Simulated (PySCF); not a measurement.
# BeCl⁺ with other numerical set-ups

The method stays; parts of the set-up, such as the basis or the Hamiltonian, are changed.

The runs use PySCF 2.14.0; method and basis as typed in the scripts.

### 1 The starting structure

BeCl⁺: 2 atoms, charge 1, spin multiplicity 1.

Bond lengths: Be1–Cl2 1.888 Å.

### 2 The base run

File input.py:

```python
from pyscf import gto, scf, mp

mol = gto.M(
    atom='Be 0 0 0; Cl 0 0 1.888',
    basis='crenbl',
    ecp={'Be': 'crenbl', 'Cl': 'crenbl'},
    charge=1,
    spin=0,
    verbose=4,
)
mf = scf.RHF(mol)
mf.kernel()
mp.MP2(mf).kernel()
mf.dip_moment()
print('orbital energies (hartree):', mf.mo_energy[..., max(0, mol.nelec[1]-3):mol.nelec[0]+3].round(4))
```

Command:

```console
$ python input.py
```

Its log is not repeated here.

In short: E(SCF) = -15.439465 Eh, 9 cycles, E(MP2) − E(SCF) = -0.06345 Eh.

The bond length is a typed value, not an optimised one. The dipole of an ion depends on the origin.

### 3 Aug-cc-pvdz (core potential off)

Edit 1 changes basis set: crenbl → aug-cc-pvdz; core potential: on → off. The core potential changes with it: totals don't compare.

File input.py:

```python
from pyscf import gto, scf, mp

mol = gto.M(
    atom='Be 0 0 0; Cl 0 0 1.888',
    basis='aug-cc-pvdz',
    charge=1,
    spin=0,
    verbose=4,
)
mf = scf.RHF(mol)
mf.kernel()
mp.MP2(mf).kernel()
mf.dip_moment()
print('orbital energies (hartree):', mf.mo_energy[..., max(0, mol.nelec[1]-3):mol.nelec[0]+3].round(4))
```

Command:

```console
$ python input.py
```

### 4 6-31g* (core potential off)

Edit 2 changes basis set: crenbl → 6-31g*; core potential: on → off. The core potential changes with it: totals don't compare.

input.py: that of step 2 with these lines changed.

```diff
@@ -4,4 +4,3 @@
     atom='Be 0 0 0; Cl 0 0 1.888',
-    basis='crenbl',
-    ecp={'Be': 'crenbl', 'Cl': 'crenbl'},
+    basis='6-31g*',
     charge=1,
```

### 5 Core potential off

Edit 3 changes core potential: on → off. The core potential changes with it: totals don't compare.

input.py: that of step 2 with these lines changed.

```diff
@@ -5,3 +5,2 @@
     basis='crenbl',
-    ecp={'Be': 'crenbl', 'Cl': 'crenbl'},
     charge=1,
```

### 6 Sto-3g (core potential off)

Edit 4 changes basis set: crenbl → sto-3g; core potential: on → off. The core potential changes with it: totals don't compare.

input.py: that of step 2 with these lines changed.

```diff
@@ -4,4 +4,3 @@
     atom='Be 0 0 0; Cl 0 0 1.888',
-    basis='crenbl',
-    ecp={'Be': 'crenbl', 'Cl': 'crenbl'},
+    basis='sto-3g',
     charge=1,
```

What does the calculation give? Wanted: for each run, E(SCF); from base; gap; after the SCF.

As calculated:

| run | E(SCF) (hartree) | from base (eV) | cycles | gap (eV) | functions | after the SCF |
| --- | --- | --- | --- | --- | --- | --- |
| base | -15.439465 | 0 | 9 | 10.12 | 32 | MP2 correlation -1.727 eV |
| aug-cc-pvdz (core potential off) | -473.849636 | not comparable | 9 | 10.15 | 50 | MP2 correlation -4.744 eV |
| 6-31g* (core potential off) | -473.821926 | not comparable | 9 | 10.16 | 32 | MP2 correlation -4.288 eV |
| core potential off (poor choice) | -364.324154 | not comparable | 10 | 11.27 | 32 | MP2 correlation -3.566 eV |
| sto-3g (core potential off) | -468.749330 | not comparable | 8 | 10.47 | 14 | MP2 correlation -0.853 eV |

In words: Rows marked «poor choice» come from settings spoiled on purpose.
